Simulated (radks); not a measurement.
# Ti³⁺ in [Ne] 3s1 3p6 3d2: an all-electron calculation

An exercise on one series of results from a longer session: the logs are not shown, and one member is left open.

The numbers are computed with radks (a radial shooting solver on a logarithmic mesh, Libxc functionals) version 1 (Dirac Kohn-Sham, BLYP, spin-unpolarised, spherical densities, finite nucleus; open shells fill j = l - 1/2 first), except any that are marked as measured or tabulated.

### The atom as given

```
element            : titanium (Z = 22)
charge             : +3
electrons          : 19
configuration      : [Ne] 3s1 3p6 3d2
nuclear rms radius : 3.5921 fm
```

Set-up of the first run:

Settings of this run:

```text
Z 22
configuration [Ne] 3s1 3p6 3d2 4s0 4p0
relativity Dirac
functional b88,lyp
spin unpolarised
j_filling energy
nucleus finite rms 3.5921 fm
c 137.035999084
```

Command:

```
> python run_ks.py task.json out
```

This one command runs every case of the session in turn.

One table of the session follows, with a row left open; its other results are not shown here.

It belongs to the step «Shells». From the orbitals of this run (lengths in bohr):

| level | <r> | outermost maximum (interpolated) | 90 % within | nodes |
| --- | --- | --- | --- | --- |
| 1s1/2 | 0.06958 | 0.0455 | 0.124 | 0 |
| 2s1/2 | 0.3247 | 0.269 | 0.505 | 1 |
| 2p1/2 | 0.2878 | 0.218 | 0.474 | 0 |
| 2p3/2 | 0.2905 | 0.220 | 0.478 | 0 |
| 3s1/2 | 0.9883 | 0.862 | 1.47 | 2 |
| 3p1/2 | 1.045 | 0.884 | 1.60 | 1 |
| 3p3/2 | ? | ? | ? | ? |
| 3d3/2 | 1.243 | 0.909 | 2.06 | 0 |
| 3d5/2 | 1.245 | 0.911 | 2.06 | 0 |
| 4s1/2 | 2.602 | 2.38 | 3.74 | 3 |
| 4p1/2 | 2.923 | 2.67 | 4.23 | 2 |
| 4p3/2 | 2.936 | 2.68 | 4.25 | 2 |

Estimate the missing values for 3p3/2.

The run gave: <r>: 1.053; outermost maximum (interpolated): 0.891; 90 % within: 1.61; nodes: 1. In the column «<r>» it lies between 3p1/2 (1.045) and 3d3/2 (1.243).
